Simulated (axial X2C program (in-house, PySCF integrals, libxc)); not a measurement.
**A two-component session on TiO: properties at the nuclei**

Aim: properties at the nuclei of TiO, with spin–orbit coupling in the Hamiltonian from the start.

The runs use an in-house X2C program for linear molecules on PySCF integrals; two-component X2C with atomic mean-field terms, Ti dyall-acv3z, O dyall-av3z.

All values are calculated.

### Step 1. Set-up

The input, task.json:

```json
{
 "zs": [
  22,
  8
 ],
 "q": 0,
 "bas": [
  "dyall-acv3z",
  "dyall-av3z"
 ],
 "r0": 1.74,
 "levels": [
  "PBE0",
  "HF",
  "B3LYP"
 ],
 "nst": 1,
 "ff": 1,
 "thr": -3.5,
 "nmax": 130,
 "opt": {
  "ecut": 60
 }
}
```

Keys: zs atomic numbers; q charge; bas basis sets; r0 starting distance in Å; levels methods (HF also brings MP2); nst determinants followed; ff finite-field run; thr threshold in hartree for freezing inner shells (an s shell follows its p shell); nmax most natural virtual spinors; ecut virtual cutoff in hartree.

Started as:

```bash
$ python soeom.py task.json out
```

Nuclei are Gaussian, cores are contracted, and the Gaunt term is on.

### Step 2. Expectation values, lowest determinant

R = 1.599 Å. State: Ω = 1 (excess of +ω over −ω: ω = -1/2, ω = 3/2).

Output of the PBE0 run:

```text
two-component X2C + atomic mean field  PBE0
basis functions 179  fitting functions 979  grid points 5074
iter        total energy     max residual
   1       -928.666615790     2.82e-05
   2       -928.666615812     2.00e-05
   3       -928.666615818     1.57e-05
   4       -928.666615828     8.52e-06
   5       -928.666615832     1.09e-06
   6       -928.666615832     2.54e-07
converged
one-electron -1389.60312685  Coulomb 453.60561198  exact exchange -12.38734952  xc functional -38.33110043  nuclear repulsion 58.24589689  atomic mean-field constant -0.19654789
```

The highest occupied spinor is 62% Ti s, 12% O p, 11% Ti p.

| level | Eeff magnitude (GV/cm) | Ws magnitude Ti (kHz) | A∥/gI Ti (MHz) | qzz Ti (a.u.) | A∥/gI O (MHz) | qzz O (a.u.) | μ (D) |
| --- | --- | --- | --- | --- | --- | --- | --- |
| PBE0 | 0.441 | 0.166 | -396 | -0.75 | -5.48 | -0.28 | -3.59 |
| HF | 0.727 | 0.273 | -166 | -0.59 | 36.9 | -0.22 | -4.05 |
| B3LYP | 0.427 | 0.161 | -459 | -0.78 | -7.53 | -0.29 | -3.66 |

Eeff is the effective electric field on the electron dipole moment in this Ω state and Ws the scalar–pseudoscalar constant (defined with the proton number Z and per Ω); A∥ is the parallel hyperfine constant, which follows by multiplying with the nuclear g factor gI = μI/(I μN); qzz is the electric field gradient, eQq0 = 234.96 MHz × Q/barn × qzz; μ is positive if O is the positive end. The operators were transformed with the bare-nucleus X2C matrices.

### Step 3. Finite-field coupled cluster

Output:

```text
two-component X2C + atomic mean field  HF
basis functions 179  fitting functions 979  grid points 5074
iter        total energy     max residual
   1       -927.497563957     1.69e-01
   2       -927.522763085     2.68e-02
   3       -927.522890913     2.95e-02
   4       -927.532284158     5.12e-03
   5       -927.532955980     3.37e-03
   6       -927.533327684     2.05e-03
   7       -927.533541406     9.66e-04
   8       -927.533612698     5.11e-04
   9       -927.533632021     4.93e-04
  10       -927.533641818     3.42e-04
  11       -927.533649277     1.48e-04
  12       -927.533650556     4.08e-05
  13       -927.533650632     2.52e-05
  14       -927.533650673     1.64e-05
  15       -927.533650690     6.96e-06
  16       -927.533650696     2.46e-06
  17       -927.533650696     1.27e-06
converged
one-electron -1388.28102230  Coulomb 452.32637570  exact exchange -49.62835310  xc functional 0.00000000  nuclear repulsion 58.24589689  atomic mean-field constant -0.19654789
correlated 18  virtual 304  natural virtual 130  E(MP2) -0.685163505  MP2 remainder -0.021361841
iter   CCSD correlation   residual
   1     -0.608473961   3.09e-01
   2     -0.641882200   2.45e-01
   3     -0.647979350   4.23e-02
   4     -0.649977867   2.05e-02
   5     -0.650297666   8.73e-03
   6     -0.650368837   3.79e-03
   7     -0.650360929   1.85e-03
   8     -0.650388315   7.26e-04
   9     -0.650414021   3.14e-04
  10     -0.650404991   1.43e-04
  11     -0.650406410   6.57e-05
  12     -0.650407044   2.40e-05
  13     -0.650406288   1.38e-05
  14     -0.650406442   8.22e-06
  15     -0.650406305   3.72e-06
  16     -0.650406315   1.77e-06
(T) -0.037082462  T1 0.0481  D1 0.0879  max T2 0.055
```

T1 in the output is the amplitude norm over the root of the electron number; divide by √2 for the Lee–Taylor value.

18 electrons correlated in 130 natural virtual spinors, MP2 remainder added; T1 = 0.034.

| level | Eeff magnitude (GV/cm) | Ws magnitude Ti (kHz) | A∥/gI Ti (MHz) | qzz Ti (a.u.) | A∥/gI O (MHz) | μ (D) |
| --- | --- | --- | --- | --- | --- | --- |
| HF | 0.727 | 0.273 | -166 | -0.59 | 36.9 | -4.05 |
| MP2 | 0.351 | 0.133 | -471 | -0.79 | -89 | -3.33 |
| CCSD | 0.536 | 0.202 | -386 | -0.62 | -4.98 | -3.77 |
| CCSD(T) | 0.469 | 0.177 | -417 | -0.77 | -21.7 | -3.48 |

### Step 4. Summary of results

| quantity | value |
| --- | --- |
| lowest determinant | Ω = 1 (excess of +ω over −ω: ω = -1/2, ω = 3/2) |
| Eeff magnitude (GV/cm), PBE0 | 0.441 |
| Ws magnitude Ti (kHz), PBE0 | 0.166 |
| A∥/gI Ti (MHz), PBE0 | -396 |
| qzz Ti (a.u.), PBE0 | -0.75 |
| Eeff magnitude (GV/cm), CCSD(T) | 0.469 |
| Ws magnitude Ti (kHz), CCSD(T) | 0.177 |
| A∥/gI Ti (MHz), CCSD(T) | -417 |
| qzz Ti (a.u.), CCSD(T) | -0.77 |

In the first state, the effective field runs from 0.427 to 0.727 GV/cm over the mean-field levels. The expectation values come from single determinants, which for open shells can mix terms of unlike spin or miss the lowest Ω, so a determinant need not be a state. Eeff is the effective electric field on the electron dipole moment in this Ω state and Ws the scalar–pseudoscalar constant (defined with the proton number Z and per Ω); A∥ is the parallel hyperfine constant, which follows by multiplying with the nuclear g factor gI = μI/(I μN); qzz is the electric field gradient, eQq0 = 234.96 MHz × Q/barn × qzz; μ is positive if O is the positive end. The operators were transformed with the bare-nucleus X2C matrices. Correlation of the inner shells is missing, which matters for properties at the nucleus.
